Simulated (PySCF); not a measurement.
**C2H2NSSe+ (SMILES c1n[se][cH+]s1): levels of theory compared**

Aim: a comparison of 5 runs (HF/def2-SVP, B2PLYP/def2-SVP, B3LYP/6-31G*, MP2/aug-cc-pVDZ, CCSD(T)/def2-SVP) of C2H2NSSe+. 

The results are computed with PySCF 2.14.0.

## (1) The system as given

C2H2NSSe+ has 7 atoms, charge +1, and is taken as a singlet. SMILES: `c1n[se][cH+]s1`. The shape comes from GFN2-xTB, which is rough for such elements, and wasn't checked as a minimum.

Bond lengths: C1–N2 1.268 Å, N2–Se3 1.751 Å, Se3–C4 1.813 Å, C1–S5 1.747 Å, C4–S5 1.679 Å, C1–H6 1.080 Å, C4–H7 1.079 Å. Angles: C1–N2–Se3 118.2°, N2–C1–S5 120.1°, N2–Se3–C4 91.5°, Se3–C4–S5 116.6°, C1–S5–C4 93.5°, N2–C1–H6 121.2°, S5–C1–H6 118.7°, Se3–C4–H7 123.5°, S5–C4–H7 119.9°.

## (2) Energy and forces at HF/def2-SVP (run 1)

Input file job.py:

```python
from pyscf import gto

molecule = gto.M(
    atom='''
C     -1.140771     1.364911     1.490521
N     -1.172027    -0.898092     2.279010
Se     0.341851    -3.210739     0.459959
C      1.276737    -0.887491    -1.878709
S      0.387602     2.110578    -1.339854
H     -2.043096     2.863956     2.540264
H      2.349723    -1.343104    -3.551211
''',
    unit='bohr',
    verbose=4,
    basis='def2-svp',
    spin=0,
    max_memory=1860,
    charge=1,
)

mf = molecule.RHF()
mf.conv_tol = 1e-10
mf.kernel()
if not mf.converged:
    mf = mf.newton().run(mf.mo_coeff, mf.mo_occ)

e_final = mf.e_tot
print('E = %.10f Eh' % e_final)
grad = mf.nuc_grad_method().kernel()
mf.analyze()
```

Launch:

```sh
$ OMP_NUM_THREADS=1 python job.py
```

Log:

```text
PySCF version 2.14.0

[... 94 lines left out ...]
MO #2   energy= -92.2167190104826  occ= 2
[... 9 lines left out ...]
MO #12  energy= -6.93985862540375  occ= 2
[... 9 lines left out ...]
MO #22  energy= -2.91362143740701  occ= 2
[... 9 lines left out ...]
MO #32  energy= -0.713364665598015 occ= 2
[... 9 lines left out ...]
MO #42  energy= 0.0694365688433587 occ= 0
[... 9 lines left out ...]
MO #52  energy= 0.465146159107831  occ= 0
[... 9 lines left out ...]
MO #62  energy= 0.683887612866385  occ= 0
[... 9 lines left out ...]
MO #72  energy= 1.03402351371233   occ= 0
[... 9 lines left out ...]
MO #82  energy= 1.85617903985076   occ= 0
[... 9 lines left out ...]
MO #92  energy= 2.50266717175249   occ= 0
[... 9 lines left out ...]
MO #102 energy= 3.59669632388104   occ= 0
[... 77 lines left out ...]
pop of  4 S 2s            1.99998
pop of  4 S 3s            1.64694
pop of  4 S 4s            0.00416
pop of  4 S 2px           1.99998
pop of  4 S 2py           1.99997
pop of  4 S 2pz           1.99997
pop of  4 S 3px           1.37759
pop of  4 S 3py           1.23582
pop of  4 S 3pz           1.21812
pop of  4 S 4px           0.00460
pop of  4 S 4py           0.00770
pop of  4 S 4pz           0.00824
pop of  4 S 3dxy          0.00858
pop of  4 S 3dyz          0.00624
pop of  4 S 3dz^2         0.01031
pop of  4 S 3dxz          0.00721
pop of  4 S 3dx2-y2       0.00990
pop of  5 H 1s            0.80497
pop of  5 H 2s            0.01771
pop of  5 H 2px           0.00070
pop of  5 H 2py           0.00116
pop of  5 H 2pz           0.00132
pop of  6 H 1s            0.78381
pop of  6 H 2s            0.01762
pop of  6 H 2px           0.00073
pop of  6 H 2py           0.00032
pop of  6 H 2pz           0.00169
 ** Mulliken atomic charges  **
charge of    0C =      0.01489
charge of    1N =     -0.38671
charge of    2Se =      0.78093
charge of    3C =     -0.23377
charge of    4S =      0.45468
charge of    5H =      0.17414
charge of    6H =      0.19584

WARN: System has nonzero charge 1; the dipole moment is origin-dependent.
Location of origin: [0. 0. 0.]

Dipole moment(X, Y, Z, Debye):  1.44180, -1.12886, -2.07913
```

Wall time 12 s (1 thread of Arm Neoverse V1, shared host); peak memory 0.22 GiB.

## (3) The energy at B2PLYP/def2-SVP (run 2)

Input file input.py:

```python
# c1n[se][cH+]s1
from pyscf import gto, dft, mp

mol = gto.Mole()
mol.atom = '''
C     -0.603670     0.722280     0.788750
N     -0.620210    -0.475250     1.206000
Se     0.180900    -1.699050     0.243400
C      0.675620    -0.469640    -0.994170
S      0.205110     1.116870    -0.709020
H     -1.081160     1.515540     1.344250
H      1.243420    -0.710740    -1.879220
'''
mol.basis = 'def2-svp'
mol.verbose = 4
mol.max_memory = 1860
mol.charge = 1
mol.build()

mf = dft.RKS(mol)
mf.xc = '0.53*HF + 0.47*B88, 0.73*LYP'
mf.conv_tol = 1e-10
mf.grids.level = 5
mf.kernel()
if not mf.converged:
    mf = mf.newton().run(mf.mo_coeff, mf.mo_occ)

pt = mp.MP2(mf, frozen=17).run()
energy = mf.e_tot + 0.27 * pt.e_corr
print('PT2 part  %.8f' % (0.27 * pt.e_corr))
print('E(%s) = %.9f' % ('B2PLYP', energy))
mf.analyze()
```

Launch:

```sh
$ OMP_NUM_THREADS=1 python input.py
```

Log:

```text
PySCF version 2.14.0

[... 104 lines left out ...]
MO #2   energy= -90.4254594417329  occ= 2
[... 9 lines left out ...]
MO #12  energy= -6.50591137350678  occ= 2
[... 9 lines left out ...]
MO #22  energy= -2.61255170584963  occ= 2
[... 9 lines left out ...]
MO #32  energy= -0.638962240807518 occ= 2
[... 9 lines left out ...]
MO #42  energy= -0.0145095146648733 occ= 0
[... 9 lines left out ...]
MO #52  energy= 0.337019108861001  occ= 0
[... 9 lines left out ...]
MO #62  energy= 0.546245305635254  occ= 0
[... 9 lines left out ...]
MO #72  energy= 0.884098310996859  occ= 0
[... 9 lines left out ...]
MO #82  energy= 1.68849865154309   occ= 0
[... 9 lines left out ...]
MO #92  energy= 2.30208999880238   occ= 0
[... 9 lines left out ...]
MO #102 energy= 3.32511961883767   occ= 0
[... 77 lines left out ...]
pop of  4 S 2s            1.99991
pop of  4 S 3s            1.66248
pop of  4 S 4s            0.00491
pop of  4 S 2px           1.99994
pop of  4 S 2py           1.99992
pop of  4 S 2pz           1.99992
pop of  4 S 3px           1.34621
pop of  4 S 3py           1.23490
pop of  4 S 3pz           1.21102
pop of  4 S 4px           0.00553
pop of  4 S 4py           0.00871
pop of  4 S 4pz           0.00924
pop of  4 S 3dxy          0.00765
pop of  4 S 3dyz          0.00604
pop of  4 S 3dz^2         0.00897
pop of  4 S 3dxz          0.00627
pop of  4 S 3dx2-y2       0.00895
pop of  5 H 1s            0.80123
pop of  5 H 2s            0.01625
pop of  5 H 2px           0.00058
pop of  5 H 2py           0.00092
pop of  5 H 2pz           0.00107
pop of  6 H 1s            0.78466
pop of  6 H 2s            0.01587
pop of  6 H 2px           0.00060
pop of  6 H 2py           0.00028
pop of  6 H 2pz           0.00132
 ** Mulliken atomic charges  **
charge of    0C =     -0.01654
charge of    1N =     -0.34769
charge of    2Se =      0.78746
charge of    3C =     -0.27990
charge of    4S =      0.47944
charge of    5H =      0.17996
charge of    6H =      0.19726

WARN: System has nonzero charge 1; the dipole moment is origin-dependent.
Location of origin: [0. 0. 0.]

Dipole moment(X, Y, Z, Debye):  1.31414, -1.22375, -1.83145
```

Run time: 33 s. Hardware: 1 thread of Arm Neoverse V1, shared host; peak memory 0.54 GiB.

Runs 3 to 4 aren't shown in full; the table further down has their settings and results.

## (4) A single-point energy at CCSD(T)/def2-SVP (run 5)

Input file job.py:

```python
from pyscf import gto, scf, cc

mol = gto.Mole()
mol.atom = [
    ('C', (-0.603670, 0.722280, 0.788750)),
    ('N', (-0.620210, -0.475250, 1.206000)),
    ('Se', (0.180900, -1.699050, 0.243400)),
    ('C', (0.675620, -0.469640, -0.994170)),
    ('S', (0.205110, 1.116870, -0.709020)),
    ('H', (-1.081160, 1.515540, 1.344250)),
    ('H', (1.243420, -0.710740, -1.879220)),
]
mol.basis = 'def2-svp'
mol.verbose = 4
mol.charge = 1
mol.max_memory = 1860
mol.build()

myscf = scf.RHF(mol)
myscf.conv_tol = 1e-10
myscf.kernel()
if not myscf.converged:
    myscf = myscf.newton().run(myscf.mo_coeff, myscf.mo_occ)

mycc = cc.CCSD(myscf, frozen=17)
mycc.kernel()
e_t = mycc.ccsd_t()
etot = mycc.e_tot + e_t
print('E = %.10f Eh' % etot)
dip = myscf.dip_moment()
pop, q = myscf.mulliken_pop()
```

Launch:

```sh
$ OMP_NUM_THREADS=1 python job.py
```

Log:

```text
PySCF version 2.14.0

[... 69 lines left out ...]
converged SCF energy = -2927.87733676508
[... 12 lines left out ...]
Init t2, MP2 energy = -2928.66213990846  E_corr(MP2) -0.78480314338368
[... 15 lines left out ...]
CCSD converged
[... 4 lines left out ...]
WARN: System has nonzero charge 1; the dipole moment is origin-dependent.
[... 2 lines left out ...]
Dipole moment(X, Y, Z, Debye):  1.44180, -1.12886, -2.07913
[... 71 lines left out ...]
pop of  3 C 3dyz          0.01023
pop of  3 C 3dz^2         0.00650
pop of  3 C 3dxz          0.00469
pop of  3 C 3dx2-y2       0.00704
pop of  4 S 1s            1.99950
pop of  4 S 2s            1.99185
pop of  4 S 3s            1.23991
pop of  4 S 4s            0.60987
pop of  4 S 2px           1.97967
pop of  4 S 2py           1.97912
pop of  4 S 2pz           1.97894
pop of  4 S 3px           0.59443
pop of  4 S 3py           0.59397
pop of  4 S 3pz           0.57854
pop of  4 S 4px           0.79732
pop of  4 S 4py           0.60535
pop of  4 S 4pz           0.64915
pop of  4 S 3dxy          0.02332
pop of  4 S 3dyz          0.02079
pop of  4 S 3dz^2         0.03436
pop of  4 S 3dxz          0.02141
pop of  4 S 3dx2-y2       0.02991
pop of  5 H 1s            0.72199
pop of  5 H 2s            0.07634
pop of  5 H 2px           0.00678
pop of  5 H 2py           0.01187
pop of  5 H 2pz           0.00817
pop of  6 H 1s            0.70510
pop of  6 H 2s            0.05864
pop of  6 H 2px           0.00815
pop of  6 H 2py           0.00330
pop of  6 H 2pz           0.01642
 ** Mulliken atomic charges  **
charge of    0C =      0.16840
charge of    1N =     -0.41918
charge of    2Se =      0.74216
charge of    3C =     -0.14721
charge of    4S =      0.27258
charge of    5H =      0.17485
charge of    6H =      0.20840
```

It took 96 s on 1 thread of Arm Neoverse V1, shared host; peak memory 0.62 GiB.

## (5) All runs side by side

```
run                               level      task  frozen core orbitals   energy (Eh)  HOMO energy (eV)  LUMO energy (eV)  HOMO–LUMO gap (eV)  wall time
  1                         HF/def2-SVP  gradient                     –  -2927.877337            -16.17             -5.07               11.10       12 s
  2                     B2PLYP/def2-SVP    energy                    17  -2930.416546            -14.82             -7.18                7.65       33 s
  3  B3LYP/6-31G* (Cartesian functions)  gradient                     –  -2931.334564            -13.72             -8.42                5.30       53 s
  4                     MP2/aug-cc-pVDZ  gradient                    17  -2929.120974            -15.97             -4.94               11.03       87 s
  5                    CCSD(T)/def2-SVP    energy                    17  -2928.714894            -16.17             -5.07               11.10       96 s
```

## (6) Outcome

```
                                           quantity           value
                                run 5: total energy  -2928.71489 Eh
         run 5: HOMO energy (Hartree–Fock orbitals)       -16.17 eV
         run 5: LUMO energy (Hartree–Fock orbitals)        -5.07 eV
       run 5: HOMO–LUMO gap (Hartree–Fock orbitals)        11.10 eV
run 5: correlation energy (17 core orbitals frozen)      -837.6 mEh
                              run 5: (T) correction      -37.04 mEh
                               run 5: T1 diagnostic           0.018
```

What this shows: Over runs 1, 2, 3 the HOMO–LUMO gap runs from 5.30 eV (B3LYP/6-31G*) to 11.10 eV (HF/def2-SVP). The two ends differ in method and basis. Totals of different functionals can't be ranked against each other. All runs together took 4.7 min, the longest 96 s.
